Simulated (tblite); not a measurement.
# C6H11BrOSi: the cost of one run

Computed with tblite 0.8.0 and PySCF 2.14.0, with density-fitted response routines of our own, on a single molecule in the gas phase. Atoms count from 0, in the outputs and in this text.

### Step 1. The starting structure

20 atoms, charge 0, multiplicity 1; geometry from: force field or distance geometry start.

Bonds of the start (Å): C0–O1 1.43, O1–C2 1.36, C2–C3 1.33, C3–C4 1.49, C4–Si5 1.88, Si5–C6 1.87, C6–Br7 1.91, C6–C8 1.52, C8–C2 1.48, C0–H9 1.10, C0–H10 1.11, C0–H11 1.11, C3–H12 1.09, C4–H13 1.10, C4–H14 1.13, Si5–H15 1.45, Si5–H16 1.48, C6–H17 1.12, C8–H18 1.10, C8–H19 1.11.

### Step 2. Optimising the geometry with GFN2-xTB

Job settings and geometry (Å):

```
{"job": {"kind": "relax", "xc": "GFN2-xTB", "basis": "xTB"}, "charge": 0, "multiplicity": 1}
C      2.873000    -0.247700     0.801800
O      1.927800    -0.914500    -0.034100
C      0.733000    -0.340100    -0.347200
C      0.548600     0.980600    -0.287900
C     -0.754500     1.629300    -0.620600
Si    -2.028500     0.664200     0.363100
C     -1.577800    -1.132900     0.130600
Br    -3.074300    -2.094900    -0.558200
C     -0.371300    -1.229700    -0.783500
H      3.757400    -0.893000     0.938500
H      2.428700    -0.041700     1.798600
H      3.122300     0.691700     0.263600
H      1.332900     1.655700     0.046100
H     -0.778800     2.700700    -0.357300
H     -1.007100     1.475600    -1.708000
H     -3.379800     0.991900    -0.034400
H     -1.817400     0.978700     1.797600
H     -1.284300    -1.543600     1.131500
H     -0.658100    -1.052000    -1.832800
H      0.003200    -2.267700    -0.710700
```

The run is started by

```bash
> OMP_NUM_THREADS=1 python probes_run.py task.json out
```

One launch serves the whole session: the jobs run in the order shown.

**Question.** How long does this first job take on 1 thread of Arm Neoverse N1, shared host, and how much memory does it need?

About 1.8 s, with a peak of 0.18 GiB.
